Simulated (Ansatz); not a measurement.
# Mg: the cost of one run

Method: DFT PBEsol, scalar-relativistic, plane waves, PAW, in Ansatz 0.2.0.

**1. The structure to begin with**

It takes space group Cmcm (No. 63, orthorhombic). Conventional cell: a = 7.123 Å, b = 9.282 Å, c = 6.579 Å, α = 90.00°, β = 90.00°, γ = 90.00°. Ba (site symmetry m2m) has 3 Ba at 3.43 to 3.76 Å as nearest neighbours. Around Ba (site symmetry m2m) lie 5 Ba at 3.30 to 3.76 Å.

Coordinates:

```cif
data_structure
_symmetry_space_group_name_H-M 'Cmcm'
_symmetry_Int_Tables_number 63
_cell_length_a 7.1235
_cell_length_b 9.2824
_cell_length_c 6.5785
_cell_angle_alpha 90.000
_cell_angle_beta 90.000
_cell_angle_gamma 90.000
_cell_volume 434.99
loop_
_atom_site_label
_atom_site_type_symbol
_atom_site_symmetry_multiplicity
_atom_site_Wyckoff_symbol
_atom_site_fract_x
_atom_site_fract_y
_atom_site_fract_z
_atom_site_occupancy
Ba1 Ba 4 c 0.50000 0.64416 0.25000 1
Ba2 Ba 4 c 0.50000 0.01345 0.25000 1
```

The structure comes from the Materials Project (structure only).

**2. One element swapped, cell strained: Ba → Mg, first probe**

Against the listed cell: Mg takes all sites of Ba, and lengths are scaled by 0.793 as a first guess of the size; strain xx, yy, zz, yz, xz, xy = -3.3, -3.3, -3.3, +0.0, +0.0, +0.0 %.

The input, input.yaml:

```yaml
crystal:
  lattice:
    - [2.7327101369, -3.560897907, 0.0]
    - [2.7327101369, 3.560897907, 0.0]
    - [0.0, 0.0, 5.0472907075]
  atoms:
    - { symbol: Mg, position: [0.855844, 0.144156, 0.25] }
    - { symbol: Mg, position: [0.144156, 0.855844, 0.75] }
    - { symbol: Mg, position: [0.486551, 0.513449, 0.25] }
    - { symbol: Mg, position: [0.513449, 0.486551, 0.75] }
basis:
  ecutwfc: 420
kpoints:
  mp_grid: { grid: [4, 4, 4] }
hamiltonian:
  xc: pbesol
scf:
  occupations: { method: gaussian, width: 0.1 }
output:
  forces: true
  stress: true
  eigenvalues: true
```

Launch:

```sh
ansatz run input.yaml --threads 1 --pin off --max-ram 1331MiB --backend cpu --events-out ev --progress --plain --runs-dir out
```

**Question.** How long does this run take on 1 thread of an x86-64 CPU, shared host, and how much memory does it need?

About 5 s, with a peak of 0.36 GiB.
